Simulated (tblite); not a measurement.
# CH6GeO3Si: the cost of one run

The runs use tblite 0.8.0 and PySCF 2.14.0, with density-fitted response routines of our own; the level of theory stands in each step. All values are computed, except where a source is named. Atoms count from 0, in the outputs and in this text.

## (1) The molecule as given

12 atoms, charge 0, multiplicity 1; geometry from: force field or distance geometry start.

Bonds of the start (Å): O0–C1 1.25, C1–O2 1.40, C1–Ge3 1.92, Ge3–O4 1.78, O4–Si5 1.71, O2–H6 1.00, Ge3–H7 1.55, Ge3–H8 1.57, Si5–H9 1.45, Si5–H10 1.48, Si5–H11 1.48.

## (2) Optimising the geometry with GFN2-xTB

Job settings and geometry (Å):

```
{"job": {"kind": "relax", "xc": "GFN2-xTB", "basis": "xTB"}, "charge": 0, "multiplicity": 1}
O      1.513000    -1.336800    -0.846900
C      1.754100    -0.388500    -0.061400
O      2.988200    -0.237400     0.589700
Ge     0.356500     0.880300     0.262400
O     -1.108000     0.147000     0.951700
Si    -2.270200    -0.350400    -0.201800
H      3.764700    -0.859800     0.460000
H      0.075800     1.760900    -0.986800
H      0.854500     1.887800     1.363800
H     -1.760900    -1.285800    -1.191100
H     -3.334700    -1.020300     0.580900
H     -2.831700     0.802300    -0.946500
```

The run is started by

```bash
$ OMP_NUM_THREADS=1 python probes_run.py task.json out
```

One launch serves the whole session: the jobs run in the order shown.

**Question.** How long does this first job take on 1 thread of Arm Neoverse N1, shared host?

About 1.1 s.
